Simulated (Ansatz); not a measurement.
# Au: the cost of one run

Computed with Ansatz 0.2.0 (DFT PBE, scalar-relativistic, plane waves, PAW, unless a step's input says otherwise).

## Step 1: The system as given

Symmetry: Fm-3m, No. 225, cubic system. The conventional cell has a = 4.080 Å, b = 4.080 Å, c = 4.080 Å, α = 90.00°, β = 90.00°, γ = 90.00°. Au (site symmetry m-3m) has 12 Au at 2.88 Å as nearest neighbours.

Coordinates:

```xyz
1
Lattice="0.0000 2.0400 2.0400 2.0400 0.0000 2.0400 2.0400 2.0400 0.0000" Properties=species:S:1:pos:R:3 pbc="T T T"
Au    0.0000    0.0000    0.0000
```

## Step 2: Relaxing cell and atoms: Au, no spin

File input.yaml:

```yaml
crystal:
  lattice:
    - [0.0, 2.04, 2.04]
    - [2.04, 0.0, 2.04]
    - [2.04, 2.04, 0.0]
  atoms:
    - { symbol: Au, position: [0.0, 0.0, 0.0] }
scf:
  occupations: { method: gaussian, width: 0.1 }
output:
  forces: true
  stress: true
  eigenvalues: true
  write_density: true
  write_potential: true
  elf: true
  volumetric_format: npy
kpoints:
  mp_grid: { grid: [34, 34, 34] }
hamiltonian:
  xc: pbe
  pseudopotentials: { kind: paw, azcp: { folder: soft_1 } }
relax:
  f_tol: 0.003
  max_steps: 60
  cell: { stress_tol: 0.02 }
```

Run with:

```
$ ansatz run input.yaml --threads 8 --pin off --max-ram 16384MiB --backend cpu --events-out ev --progress --plain --runs-dir out
```

Q: Estimate wall time and peak memory on 8 threads of Arm Neoverse N1, shared host.

About 24 s, with a peak of 0.58 GiB.
